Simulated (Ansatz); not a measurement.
**H3 (doublet): wave-function methods side by side at distance H1–H2 along a hydrogen transfer = 0.872 Å, cc-pVQZ**

The task here is to estimate one member of a computed series from the others.

Program: Ansatz 0.2.0, Gaussian basis. Level of theory: cc-pVQZ, core rule «outside noble gas», up to 0 orbitals frozen. These are calculated values, not measurements.

To be run: UHF; CCSD(T) on ROHF; CCSD(T) on UHF; BCCD(T) on ROHF; CISD; CCSDT on ROHF; CCSDT on UHF; CASSCF and NEVPT2, 3 electrons in 3 orbitals; Full CI.

11 further runs of the same task are left out: 3 that didn't finish, 8 set aside as unsound or not needed.

## What is computed

The geometry derives from fragments relaxed apart (PBE0/def2-TZVP) and kept rigid, so it is no stationary point. A hydrogen atom is moved between rigid fragments.

3 atoms, charge 0, spin multiplicity 2.

Atoms are counted from 1 here; the program's logs count them from 0.

Bond lengths: H2–H3 0.840 Å.

The first run:

in.yaml reads:

```yaml
crystal:
  periodic: [false, false, false]
  atoms:
    - {symbol: H, position_ang: [0.000000, 0.000000, -0.861333]}
    - {symbol: H, position_ang: [0.000000, 0.000000, 0.010667]}
    - {symbol: H, position_ang: [0.000000, 0.000000, 0.850667]}
basis:
  gaussian: {orbitals: cc-pVQZ}
magnetization: {spin_polarized: true, initial_magnetization: 1}
hamiltonian: {xc: hf}
output: {orbitals: {seedname: orbitals}}
```

The run is started by

```
$ ansatz run in.yaml --threads 1 --pin off --events-out ev --progress --plain --max-ram 2393MiB
```

Steps of the session up to this table: UHF; CCSD(T) on ROHF; CCSD(T) on UHF; BCCD(T) on ROHF; CISD; CCSDT on ROHF; CCSDT on UHF; CASSCF and NEVPT2, 3 electrons in 3 orbitals; Full CI.

One table of the session follows, with a row left open; its other results are not shown here.

| method | from FCI (kJ/mol) |
| --- | --- |
| ROHF | +163.3 |
| UHF | +139.5 |
| RMP2 | +28.0 |
| UMP2 | +30.3 |
| CISD | +1.8 |
| RCCSD | +1.9 |
| UCCSD | +1.6 |
| RCCSD(T) | +0.3 |
| UCCSD(T) | +0.3 |
| BCCD(T) | +0.3 |
| RCCSDT | 0.0 |
| UCCSDT | 0.0 |
| CASSCF valence | +94.6 |
| NEVPT2 valence | ? |
| FCI | 0 |

**Question.** Estimate the row for NEVPT2 valence.

As computed: from FCI (kJ/mol): +23.1. In the column «from FCI (kJ/mol)» it lies between RCCSD (+1.9) and RMP2 (+28.0).

Limits of these values: Restricted and unrestricted rows rest on different reference determinants; where their highest levels disagree by more than a few hundredths of an eV, they describe different states and don't form one ladder.
